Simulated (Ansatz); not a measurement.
# GaOS: the cost of one run

The runs use Ansatz 0.2.0, Gaussian basis; PBE0-D4/def2-SVP, unrestricted.

### 1 The starting structure

3 atoms, charge 0, spin multiplicity 2.

Atoms are counted from 1 here; the program's logs count them from 0.

Bond lengths: O1–S2 1.605 Å, O1–Ga3 1.961 Å, S2–Ga3 2.561 Å. Angles: S2–O1–Ga3 91.3°, O1–S2–Ga3 49.9°, O1–Ga3–S2 38.8°.

Coordinates:

```xyz
3

O     0.52114    0.55262    0.34782
S    -0.87844    0.82441   -0.38980
Ga    0.35730   -1.37703    0.04198
```

### 2 The run

md/in.yaml

```yaml
crystal:
  periodic: [false, false, false]
  atoms:
    - {symbol: O, position_ang: [0.521140, 0.552620, 0.347820]}
    - {symbol: S, position_ang: [-0.878440, 0.824410, -0.389800]}
    - {symbol: Ga, position_ang: [0.357300, -1.377030, 0.041980]}
basis:
  gaussian: {orbitals: def2-SVP}
magnetization: {spin_polarized: true, initial_magnetization: 1}
hamiltonian: {xc: pbe0, dispersion: d4}
md: {n_steps: 40, timestep: 0.5, temperature: 300, ensemble: nve, seed: 429, initial_velocities: maxwell_boltzmann}
```

The run is started by

```
$ ansatz run in.yaml --threads 2 --pin off --events-out ev --progress --plain --max-ram 3481MiB
```

What time and memory should one allow on 2 threads of Intel Xeon Platinum 8259CL at 2.50GHz, shared host?

About 77 s, with a peak of 0.18 GiB.
